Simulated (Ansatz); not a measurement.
# Ru (P6_3/mmc): all-electron LAPW single point, by script

The task is an all-electron LAPW single point, for Ru (P6_3/mmc).

Computed with Ansatz 0.2.0 through its Python package. Level of theory: DFT PBE, all-electron LAPW.

## 1. The structure

It takes space group P6_3/mmc (No. 194, hexagonal). The conventional cell has a = 2.706 Å, b = 2.706 Å, c = 4.282 Å, α = 90.00°, β = 90.00°, γ = 120.00°. Ru (site symmetry -6m2) is surrounded by 12 Ru at 2.65 to 2.71 Å.

The script holds or builds the structure itself.

## 2. The code

File ru.py:

```python
import warnings

import ansatz as az
import numpy as np

XC = "PBE"
KGRID = (9, 9, 5)
SMEARING_WIDTH = 0.15
TOLERANCE = 1e-07
MAX_SCF = 80
N_EMPTY = 4

warnings.simplefilter("ignore", az.DeckWarning)

lattice = az.Lattice.of(
    (2.7058, 0.0, 0.0),
    (-1.3529, 2.343292, 0.0),
    (0.0, 0.0, 4.2819),
)
sites = [
    ("Ru", (1 / 3, 2 / 3, 0.25)),
    ("Ru", (2 / 3, 1 / 3, 0.75)),
]
xtal = az.Crystal(lattice=lattice)
for symbol, position in sites:
    xtal = xtal.atom(symbol, position)

calculation = (
    xtal.calculation()
    .functional(XC)
    .kpoints(*KGRID)
    .occupations(az.OccupationsMethod.GAUSSIAN, width=SMEARING_WIDTH)
    .mixing("msr1")
    .scf(tolerance=TOLERANCE, max_iterations=MAX_SCF, extra_bands=N_EMPTY, self_checks="low")
    .pseudopotentials("all_electron", lapw=True)
    .forces()
)
outcome = calculation.run(threads=1)
data = outcome.report

print(f"free energy      {data['free_energy_ev']:.5f} eV")
print(f"per atom         {data['free_energy_ev'] / len(outcome.lattice.sites):.5f} eV")
print(f"SCF iterations   {data['n_iterations']}  (converged: {data['converged']})")

forces = np.array(data["forces_ev_ang"])
norms = np.linalg.norm(forces, axis=1)
print("largest force {:.4f} eV/A on atom {}".format(norms.max(), norms.argmax()))
print(np.array2string(forces, precision=4, suppress_small=True))

errors = data["lapw_basis_errors"]
print(f"estimated basis error {1000 * errors['total_ev_per_atom']:.3f} meV/atom, target {1000 * errors['basis_error_target_ev_per_atom']:.3f}")
for sphere in errors["spheres"]:
    print(f"  {sphere['species']:2s} muffin-tin radius {sphere['muffin_tin_radius_ang']:.3f} A, core shells {sphere['core_shells']}")
```

## 3. The run

Launch:

```console
> python ru.py
```

**Question.** What results will this script give? Wanted: free energy; gap on the mesh; largest force.

**Answer**, as computed:

```
       quantity                                   value
    free energy  -246590.3986 eV (-123295.1993 eV/atom)
gap on the mesh                                    none
  largest force                              0.000 eV/Å
```

What this shows: The mesh shows no gap. All forces vanish by symmetry. For a metal this k-point mesh is coarse: on a finer one energies can move by several to tens of meV an atom and pressures by half a GPa or more, differences at one mesh by less.
